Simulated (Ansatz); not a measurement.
This script makes an atomisation energy of C₂H₇BSi, SMILES CB1C[SiH2]1 with Ansatz 0.2.0, Python API.

`run_tae.py`
```python
# -*- coding: utf-8 -*-
"""Energy to split C2H7BSi into its atoms."""

from collections import Counter

import ansatz as az
from ase import Atoms


def energy(molecule, charge=0, unpaired=0):
    calc = molecule.calculation().basis(gaussian="def2-SVPD").correlation("mp2")
    if charge:
        calc = calc.charge(charge)
    if unpaired:
        calc = calc.spin("collinear", total=unpaired)
    report = calc.run().report
    if report["published_state_doubts"]:
        print("  doubts:", report["published_state_doubts"])
    return report["free_energy_ev"]

atoms = Atoms(["C", "B", "C", "Si", "H", "H", "H", "H", "H", "H", "H"], positions=[
    [-0.8873, 1.5037, -0.2611],
    [0.0035, 0.3127, 0.04],
    [0.4396, -0.8108, 1.028],
    [0.931, -1.4244, -0.5809],
    [-1.4505, 1.3734, -1.2577],
    [-1.6881, 1.669, 0.5344],
    [-0.2993, 2.4754, -0.3302],
    [-0.3296, -1.3168, 1.5372],
    [1.361, -0.5125, 1.6906],
    [2.1722, -1.1095, -1.1304],
    [-0.1871, -2.2173, -1.2494],
])
geometry = az.Crystal.molecule_from_ase(atoms)

# Hund ground states
unpaired = {"C": 2, "B": 1, "Si": 2, "H": 1}
counts = Counter(site.symbol for site in geometry.cartesian_sites)
atom_energy = {s: energy(az.Crystal.molecule().atom(s, (0, 0, 0)), 0, unpaired[s]) for s in counts}
whole = energy(geometry, 0, 0)
for s, e in atom_energy.items():
    print(f"{s:2s} x{counts[s]}  {e:14.5f} eV")
print(f"C2H7BSi: {whole:.5f} eV")
split = sum(counts[s] * e for s, e in atom_energy.items()) - whole
print(f"atomisation energy (no zero-point term): {96.485332 * split:.1f} kJ/mol, {split / sum(counts.values()):.3f} eV an atom")
```

What does it cost to take this molecule apart into atoms?

3706.0 kJ/mol from the electronic energies, without the zero-point term.

The run itself:

```console
$ python run_tae.py
C  x2     -1025.86273 eV
B  x1      -667.72875 eV
Si x1     -7858.67695 eV
H  x7       -13.58606 eV
C2H7BSi: -10711.64348 eV
atomisation energy (no zero-point term): 3706.0 kJ/mol, 3.492 eV an atom
```

Total energies depend on the basis set; only differences at equal settings carry meaning. The geometry is a force-field or estimated start, not a minimum of this method, and the basis set is short of its limit. All parts are taken at fixed geometry, without zero-point energy. In double-zeta sets correlated atomisation energies come out some 10 to 15 % low. The whole script took 5.6 s on 1 thread of Intel(R) Xeon(R) Processor @ 2.30GHz, with other jobs on the host, peak memory 0.41 GiB.
